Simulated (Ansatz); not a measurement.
**SnH₃Br + H₂O: a complex and its separated parts**

Aim: how far the complex at one end of a reaction step lies below its separated, relaxed parts, level by level.

Method: PBE0-D4/def2-TZVP structures, single points in def2-TZVPP, no counterpoise correction; program: Ansatz 0.2.0, Gaussian basis.

Levels: SPW92, PBE-D4, BLYP-D4, r2SCAN-D4, B97M-V, PBE0-D4, B3LYP-D4, r2SCAN0-D4, BHLYP-D4, CAM-B3LYP-D4, wB97X-V, wB97M-V, B2PLYP, PBE-QIDH, RPA on PBE, Hartree-Fock, MP2, CCSD, CCSD(T).

Correlated methods freeze the cores. Filled d shells of the heavier atoms are correlated. Core potentials replace the inner electrons past krypton, and spin-orbit coupling is left out. B3LYP uses VWN-RPA correlation. B2PLYP carries no dispersion term here.

21 further runs of the same task are left out: 21 set aside as unsound or not needed.

## 1. Where the work starts

The complex: 8 atoms, charge 0, spin multiplicity 1.

Atoms are counted from 1 here; the program's logs count them from 0.

Bond lengths: Sn1–H3 1.693 Å, Sn1–H4 1.696 Å, Sn1–H5 1.708 Å, Sn1–Br7 2.507 Å, O2–H6 0.964 Å, O2–H8 0.960 Å. Angles: H3–Sn1–H4 116.0°, H3–Sn1–H5 111.5°, H3–Sn1–Br7 107.6°, H4–Sn1–H5 110.7°, H4–Sn1–Br7 107.4°, H5–Sn1–Br7 102.7°, H6–O2–H8 105.2°.

Coordinates:

```mol
BrH5OSn
  3D, bonds by distance, orders not assigned

  8  6  0  0  0  0  0  0  0  0999 V2000
   -0.0049    0.9192   -0.8680 Sn  0  0
   -0.6165   -1.4103    1.1168 O   0  0
   -0.9831   -0.2420   -1.6177 H   0  0
   -0.6196    1.5980    0.5601 H   0  0
    0.4662    2.1427   -1.9630 H   0  0
    0.3188   -1.6227    1.0231 H   0  0
    2.1747   -0.1808   -0.2983 Br  0  0
   -0.7356   -1.2042    2.0470 H   0  0
  1  3  8  0
  1  4  8  0
  1  5  8  0
  1  7  8  0
  2  6  8  0
  2  8  8  0
M  END
```

Its parts: SnH₃Br holds atoms 1, 3, 4, 5, 7; H₂O holds atoms 2, 6, 8. Each part counts its atoms afresh in its own runs.

## 2. Relaxing SnH₃Br alone

The input, relax-a/in.yaml:

```yaml
crystal:
  periodic: [false, false, false]
  atoms:
    - {symbol: Sn, position_ang: [-0.004909, 0.919216, -0.868045]}
    - {symbol: H, position_ang: [-0.983069, -0.241956, -1.617686]}
    - {symbol: H, position_ang: [-0.619592, 1.598002, 0.560065]}
    - {symbol: H, position_ang: [0.466243, 2.142744, -1.962957]}
    - {symbol: Br, position_ang: [2.174703, -0.180843, -0.298250]}
basis:
  gaussian: {orbitals: def2-TZVP}
hamiltonian: {xc: pbe0, dispersion: d4}
relax: {f_tol: 0.005, max_steps: 200}
```

The command line of these runs was not kept.

Further steps of the session: Relaxing H₂O alone; wB97M-V/def2-TZVPP; CCSD(T)/def2-TZVPP; Vibrations of SnH₃Br; Vibrations of H₂O.

Before running it: what results should come out? Wanted: complex less parts, CCSD(T)/def2-TZVPP; with zero-point energy; largest T1 diagnostic.

As calculated:

```
                              quantity      value
complex less parts, CCSD(T)/def2-TZVPP  -0.202 eV
                with zero-point energy  -0.137 eV
                 largest T1 diagnostic      0.010
```

In words: At CCSD(T) the complex lies 0.202 eV below its parts. PBE-QIDH is the best functional here (+0.009 eV from CCSD(T)); SPW92 is the worst (-0.143 eV). By rung, the mean size of the error is: LDA 0.143, GGA 0.035, meta-GGA 0.036, hybrid 0.023, range-separated hybrid 0.031, double hybrid 0.022 eV. PBE-D4 gives a relative energy 0.043 eV too low, inside chemical accuracy (1 kcal/mol, 0.043 eV). No counterpoise was applied, and triple zeta lacks some correlation, so the CCSD(T) reference has a basis error of its own, and close matches with it are partly luck.
